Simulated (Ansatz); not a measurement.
# LiH3SO5: the cost of one run

Program: Ansatz 0.2.0. Level of theory: DFT, PBE, plane-wave PAW, default files, scalar-relativistic, as far as a step names no other. These are calculated values, not measurements.

**1. The starting structure**

It takes space group Pna2_1 (No. 33, orthorhombic). The conventional cell has a = 8.778 Å, b = 9.130 Å, c = 5.280 Å, α = 90.00°, β = 90.00°, γ = 90.00°. Li (site symmetry 1) has 4 O at 1.90 to 1.95 Å as nearest neighbours. H (site symmetry 1) has 1 O at 0.84 Å as nearest neighbours. H (site symmetry 1) is surrounded by 1 O at 0.83 Å. S (site symmetry 1) is surrounded by 4 O at 1.45 to 1.47 Å. O (site symmetry 1) has 1 S at 1.46 Å and 1 Li at 1.91 Å as nearest neighbours. O (site symmetry 1) has 1 S at 1.47 Å and 1 Li at 1.90 Å as nearest neighbours. O (site symmetry 1) is surrounded by 1 S at 1.47 Å and 1 Li at 1.95 Å. Only part of the 10 independent sites is listed.

As a file:

```cif
data_structure
_symmetry_space_group_name_H-M 'P 1'
_symmetry_Int_Tables_number 1
_cell_length_a 8.7785
_cell_length_b 9.1297
_cell_length_c 5.2799
_cell_angle_alpha 90.000
_cell_angle_beta 90.000
_cell_angle_gamma 90.000
_cell_volume 423.16
loop_
_atom_site_label
_atom_site_type_symbol
_atom_site_fract_x
_atom_site_fract_y
_atom_site_fract_z
_atom_site_occupancy
Li1 Li 0.82160 0.91350 0.29500 1
Li2 Li 0.17840 0.08650 0.79500 1
Li3 Li 0.67840 0.41350 0.79500 1
Li4 Li 0.32160 0.58650 0.29500 1
H1 H 0.08000 0.66800 0.81700 1
H2 H 0.92000 0.33200 0.31700 1
H3 H 0.42000 0.16800 0.31700 1
H4 H 0.58000 0.83200 0.81700 1
H5 H 0.00400 0.80400 0.75500 1
H6 H 0.99600 0.19600 0.25500 1
H7 H 0.49600 0.30400 0.25500 1
H8 H 0.50400 0.69600 0.75500 1
H9 H 0.92700 0.66200 0.74200 1
H10 H 0.07300 0.33800 0.24200 1
H11 H 0.57300 0.16200 0.24200 1
H12 H 0.42700 0.83800 0.74200 1
S1 S 0.79700 0.08353 0.79010 1
S2 S 0.20300 0.91647 0.29010 1
S3 S 0.70300 0.58353 0.29010 1
S4 S 0.29700 0.41647 0.79010 1
O1 O 0.72890 0.21850 0.69650 1
O2 O 0.27110 0.78150 0.19650 1
O3 O 0.77110 0.71850 0.19650 1
O4 O 0.22890 0.28150 0.69650 1
O5 O 0.75000 0.96230 0.62460 1
O6 O 0.25000 0.03770 0.12460 1
O7 O 0.75000 0.46230 0.12460 1
O8 O 0.25000 0.53770 0.62460 1
O9 O 0.74370 0.05460 0.04980 1
O10 O 0.25630 0.94540 0.54980 1
O11 O 0.75630 0.55460 0.54980 1
O12 O 0.24370 0.44540 0.04980 1
O13 O 0.96160 0.09730 0.78570 1
O14 O 0.03840 0.90270 0.28570 1
O15 O 0.53840 0.59730 0.28570 1
O16 O 0.46160 0.40270 0.78570 1
O17 O 0.99930 0.71540 0.78850 1
O18 O 0.00070 0.28460 0.28850 1
O19 O 0.50070 0.21540 0.28850 1
O20 O 0.49930 0.78460 0.78850 1
```

**2. Single point at the given positions**

Contents of input.yaml:

```yaml
crystal:
  lattice:
    - [8.7785, 0.0, 0.0]
    - [0.0, 9.1297, 0.0]
    - [0.0, 0.0, 5.2799]
  atoms:
    - { symbol: Li, position: [0.8216, 0.9135, 0.295] }
    - { symbol: Li, position: [0.1784, 0.0865, 0.795] }
    - { symbol: Li, position: [0.6784, 0.4135, 0.795] }
    - { symbol: Li, position: [0.3216, 0.5865, 0.295] }
    - { symbol: H, position: [0.08, 0.668, 0.817] }
    - { symbol: H, position: [0.92, 0.332, 0.317] }
    - { symbol: H, position: [0.42, 0.168, 0.317] }
    - { symbol: H, position: [0.58, 0.832, 0.817] }
    - { symbol: H, position: [0.004, 0.804, 0.755] }
    - { symbol: H, position: [0.996, 0.196, 0.255] }
    - { symbol: H, position: [0.496, 0.304, 0.255] }
    - { symbol: H, position: [0.504, 0.696, 0.755] }
    - { symbol: H, position: [0.927, 0.662, 0.742] }
    - { symbol: H, position: [0.073, 0.338, 0.242] }
    - { symbol: H, position: [0.573, 0.162, 0.242] }
    - { symbol: H, position: [0.427, 0.838, 0.742] }
    - { symbol: S, position: [0.797, 0.08353, 0.7901] }
    - { symbol: S, position: [0.203, 0.91647, 0.2901] }
    - { symbol: S, position: [0.703, 0.58353, 0.2901] }
    - { symbol: S, position: [0.297, 0.41647, 0.7901] }
    - { symbol: O, position: [0.7289, 0.2185, 0.6965] }
    - { symbol: O, position: [0.2711, 0.7815, 0.1965] }
    - { symbol: O, position: [0.7711, 0.7185, 0.1965] }
    - { symbol: O, position: [0.2289, 0.2815, 0.6965] }
    - { symbol: O, position: [0.75, 0.9623, 0.6246] }
    - { symbol: O, position: [0.25, 0.0377, 0.1246] }
    - { symbol: O, position: [0.75, 0.4623, 0.1246] }
    - { symbol: O, position: [0.25, 0.5377, 0.6246] }
    - { symbol: O, position: [0.7437, 0.0546, 0.0498] }
    - { symbol: O, position: [0.2563, 0.9454, 0.5498] }
    - { symbol: O, position: [0.7563, 0.5546, 0.5498] }
    - { symbol: O, position: [0.2437, 0.4454, 0.0498] }
    - { symbol: O, position: [0.9616, 0.0973, 0.7857] }
    - { symbol: O, position: [0.0384, 0.9027, 0.2857] }
    - { symbol: O, position: [0.5384, 0.5973, 0.2857] }
    - { symbol: O, position: [0.4616, 0.4027, 0.7857] }
    - { symbol: O, position: [0.9993, 0.7154, 0.7885] }
    - { symbol: O, position: [0.0007, 0.2846, 0.2885] }
    - { symbol: O, position: [0.5007, 0.2154, 0.2885] }
    - { symbol: O, position: [0.4993, 0.7846, 0.7885] }
kpoints:
  mp_grid: { grid: [3, 3, 5] }
scf:
  occupations: { method: fermi_dirac, width: 0.02 }
hamiltonian:
  xc: pbe
  pseudopotentials: { kind: paw }
output:
  forces: true
  stress: true
  populations: true
  efg:
    quadrupole_moments_barn: { Li: -0.0401, H: 0.00285783, S: -0.0694, O: -0.02558 }
    contact_densities: true
```

On the command line:

```sh
> ansatz run input.yaml --threads 1 --pin off --max-ram 3072MiB --backend cpu --events-out ev --progress --plain --runs-dir out
```

What time and memory should one allow on 1 thread of Arm Neoverse V2, shared host?

About 99 s, with a peak of 0.93 GiB.
